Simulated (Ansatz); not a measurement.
# Nb2SnSe: the cost of one run

Computed with Ansatz 0.2.0 (DFT PBE, scalar-relativistic, plane waves, PAW, unless a step names another level, unless a step's input says otherwise).

## Step 1: The system as given

It takes space group P-6m2 (No. 187, hexagonal). Conventional cell: a = 3.380 Å, b = 3.380 Å, c = 7.798 Å, α = 90.00°, β = 90.00°, γ = 120.00°. Nb (site symmetry 3m) has 3 Se at 2.62 Å and 3 Sn at 2.90 Å as nearest neighbours. Sn (site symmetry -6m2) is surrounded by 6 Nb at 2.90 Å. Se (site symmetry -6m2) has 6 Nb at 2.62 Å as nearest neighbours.

Structure file:

```cif
data_structure
_symmetry_space_group_name_H-M 'P-6m2'
_symmetry_Int_Tables_number 187
_cell_length_a 3.3804
_cell_length_b 3.3804
_cell_length_c 7.7982
_cell_angle_alpha 90.000
_cell_angle_beta 90.000
_cell_angle_gamma 120.000
_cell_volume 77.17
loop_
_atom_site_label
_atom_site_type_symbol
_atom_site_symmetry_multiplicity
_atom_site_Wyckoff_symbol
_atom_site_fract_x
_atom_site_fract_y
_atom_site_fract_z
_atom_site_occupancy
Nb1 Nb 2 h 0.33333 0.66667 0.72495 1
Sn1 Sn 1 e 0.66667 0.33333 0.00000 1
Se1 Se 1 b 0.00000 0.00000 0.50000 1
```

It came out lowest among 27 distinct ends of the trial cells. At a tolerance of 0.05 Å it has space group P-6m2 (No. 187).

## Step 2: Relaxing to 0.001 eV/Å, on the response runs' mesh and smearing

Input file input.yaml:

```yaml
crystal:
  lattice:
    - [3.3804254063, 0.0, 0.0]
    - [-1.6902127031, 2.9275342774, 0.0]
    - [0.0, 0.0, 7.7981539176]
  atoms:
    - { symbol: Nb, position: [0.3333333333, 0.6666666667, 0.7249476361] }
    - { symbol: Nb, position: [0.3333333333, 0.6666666667, 0.2750523639] }
    - { symbol: Sn, position: [0.6666666667, 0.3333333333, 0.0] }
    - { symbol: Se, position: [0.0, 0.0, 0.5] }
basis:
  ecutwfc: 420
kpoints:
  mp_grid: { grid: [12, 12, 6] }
hamiltonian:
  xc: pbe
scf:
  occupations: { method: gaussian, width: 0.1 }
output:
  forces: true
  stress: true
  eigenvalues: true
relax:
  adjacent_minimum: "off"
  f_tol: 0.001
  max_steps: 60
  cell: { stress_tol: 0.01 }
```

Run with:

```bash
> ansatz run input.yaml --threads 3 --pin off --max-ram 7680MiB --backend cpu --events-out ev --progress --plain --runs-dir out
```

What time and memory should one allow on 3 threads of Intel Xeon at 2.50GHz (Skylake/Cascade Lake), shared host?

About 21 s, with a peak of 0.52 GiB.
